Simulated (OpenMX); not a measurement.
The system is AlSn.

```
Sn Al
1.0
     4.19811    0.00000    0.00000
    -2.09905    3.63567    0.00000
     0.00000    0.00000    3.30685
Sn Al
1 1
Direct
  0.33333 0.66667 0.50000
  0.00000 0.00000 0.00000
```

The cell comes from a database or a generator and needn't be the stable form of this composition.

| Property | Result |
| --- | --- |
| Program | OpenMX 3.8.5 |
| Task | single point |
| Functional | PBE |
| Potentials or basis | OpenMX 2013 PBE set, Sn7.0-s3p2d2, Al7.0-s2p2d1, grid cutoff 500 Ry |
| k mesh | 7 × 7 × 9 |
| Occupations | fermi-dirac, width 0.05 eV |
| Spin | no spin polarisation |

On this cell: pressure 0.4 GPa; largest force 0.005 eV/Å; band gap on the k mesh none (metal or under the smearing width).

The same run follows on a disturbed copy (atoms moved at random, drawn with an rms of 0.05 Å):

```
Sn Al
1.0
     4.19811    0.00000    0.00000
    -2.09905    3.63567    0.00000
     0.00000    0.00000    3.30685
Sn Al
1 1
Direct
  0.33146 0.66059 0.49587
  0.00564 0.00428 0.99455
```

What does the disturbed cell give?

The energy (extrapolated to zero smearing) moves by +1.1 meV/atom; pressure 0.4 GPa; largest force 0.131 eV/Å; band gap on the k mesh none (metal or under the smearing width).

Forces in eV/Å, atoms in the order of the input:
```
Sn   0.032  0.126 -0.010
Al  -0.028 -0.125  0.006
```

Caveats: the basis of atomic orbitals isn't converged, which shifts pressures, moduli and gaps.
